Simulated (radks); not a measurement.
**Zn⁺ with its nuclear charge varied continuously**

The task here is to estimate one member of a computed series from the others.

Method: Dirac Kohn-Sham, LDA (Slater exchange, Perdew-Wang correlation), spin-unpolarised, spherical densities, point nucleus. Code: radks (a radial shooting solver on a logarithmic mesh, Libxc functionals) version 1.

## The atom as given

```
element       : zinc (Z = 30)
charge        : +1
electrons     : 29
configuration : [Ar] 3d10 4s1
```

The outer shells:

Zn⁺
```
[Ar] core
3d [↑↓][↑↓][↑↓][↑↓][↑↓]
4s [↑ ]
```

Set-up of the first run:

Settings of this run:

```text
Z 30
configuration [Ar] 3d10 4s1
relativity Dirac
functional lda,pw
spin unpolarised
j_filling energy
nucleus point
c 137.035999084
```

Steps of the session up to this table: Z = 30.

One table of the session follows, with a row left open; its other results are not shown here.

Sizes of the orbitals, from the radial functions (bohr):

```
level     <r>  outermost maximum (interpolated)  90 % within  nodes
2p1/2  0.1961                             0.150        0.321      0
2p3/2  0.1995                             0.153        0.326      0
3s1/2  0.6825                             0.589         1.02      2
3p1/2  0.7070                             0.587         1.09      1
3p3/2  0.7180                             0.595         1.11      1
3d3/2       ?                                 ?            ?      ?
3d5/2  0.9006                             0.565         1.59      0
4s1/2   2.378                              1.98         3.58      3
```

Estimate the missing values for 3d3/2.

The run gave: <r>: 0.8929; outermost maximum (interpolated): 0.562; 90 % within: 1.57; nodes: 0. In the column «<r>» it lies between 3p3/2 (0.7180) and 3d5/2 (0.9006).
